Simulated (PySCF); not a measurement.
# LaOCl: other functionals and bases at one geometry

One table from this session's results is given with a row withheld; the runs are named, their logs left out.

Computed with PySCF 2.14.0. Level: several levels, as the steps say, no spin–orbit coupling.

1 further run of the same task is left out (for a known fault of the program).

## Starting geometry

3 atoms, charge 0, spin multiplicity 1.

Bond lengths: La1–O2 1.930 Å, La1–Cl3 2.657 Å. Angles: O2–La1–Cl3 113.2°.

Geometry (Å):

```mol
ClLaO
  3D, bonds by distance, orders not assigned

  3  2  0  0  0  0  0  0  0  0999 V2000
    0.2927    0.0000   -0.4754 La  0  0
    1.8661    0.0000    0.6423 O   0  0
   -1.9758    0.0000    0.9077 Cl  0  0
  1  2  8  0
  1  3  8  0
M  END
```

Formal oxidation states: La +3. An earlier session relaxed this geometry at PBE0, La def2-SVP with ECP46, O def2-SVP, Cl def2-SVP (singlet, point group Cs).

At PBE0 on the finer grid: E = -566.679052 Eh, HOMO -6.83 eV, LUMO -2.10 eV, Mulliken charge on La1 +0.82 e, largest force component 0.013 eV/Å. 

Levels to run: revPBE; CAM-B3LYP; PBE0, TZVP. Hardware: 2 threads of Intel Xeon at 2.50GHz (Skylake/Cascade Lake), shared host.

Set-up of the first run:

File run.py (the lines that set the calculation):

```python
mol = gto.M(atom='''
La     0.29269     0.00000    -0.47540
O      1.86608     0.00000     0.64230
Cl    -1.97583     0.00000     0.90774''',
    basis={'La': 'def2-SVP', 'O': 'def2-SVP', 'Cl': 'def2-SVP'},
    ecp={'La': 'def2-SVP'},
    charge=0, spin=0)
mf = dft.RKS(mol, xc='PBE_R,PBE')
mf.grids.atom_grid = (75, 302)  # f atoms: unpruned, at least (60, 302)
mf = mf.density_fit()  # fitting sets: La def2-universal-JKFIT, O def2-universal-JKFIT, Cl def2-universal-JKFIT
mf.conv_tol = 1e-08; mf.max_cycle = 55
mf.kernel(dm0)  # dm0: the density of the relaxed state
```

The run is started by

```bash
$ OMP_NUM_THREADS=2 python run.py
```

Steps of the session up to this table: revPBE; CAM-B3LYP; PBE0, TZVP.

One table of the session follows, with a row left open; its other results are not shown here.

| level | HOMO (eV) | gap (eV) | charge on La1 (e) | dipole (D) | largest force component (eV/Å) |
| --- | --- | --- | --- | --- | --- |
| PBE0 (relaxed here) | -6.83 | 4.73 | 0.82 | 7.80 | 0.01 |
| revPBE | ? | ? | ? | ? | ? |
| CAM-B3LYP | -8.09 | 6.54 | 0.80 | 8.01 | 0.11 |
| PBE0, TZVP | -6.89 | 4.76 | 1.13 | 8.04 | 0.45 |

Q: Estimate the row for revPBE from the others.

**Answer.** HOMO (eV): -5.45; gap (eV): 2.82; charge on La1 (e): 0.70; dipole (D): 7.26; largest force component (eV/Å): 0.78. In the column «HOMO (eV)» it is the highest.

In one basis the HOMO–LUMO gap runs from 2.82 eV (revPBE) to 6.54 eV (CAM-B3LYP). The largest leftover force, 0.78 eV/Å with revPBE, stands at a geometry relaxed at another level. Total energies of different levels can't be compared.
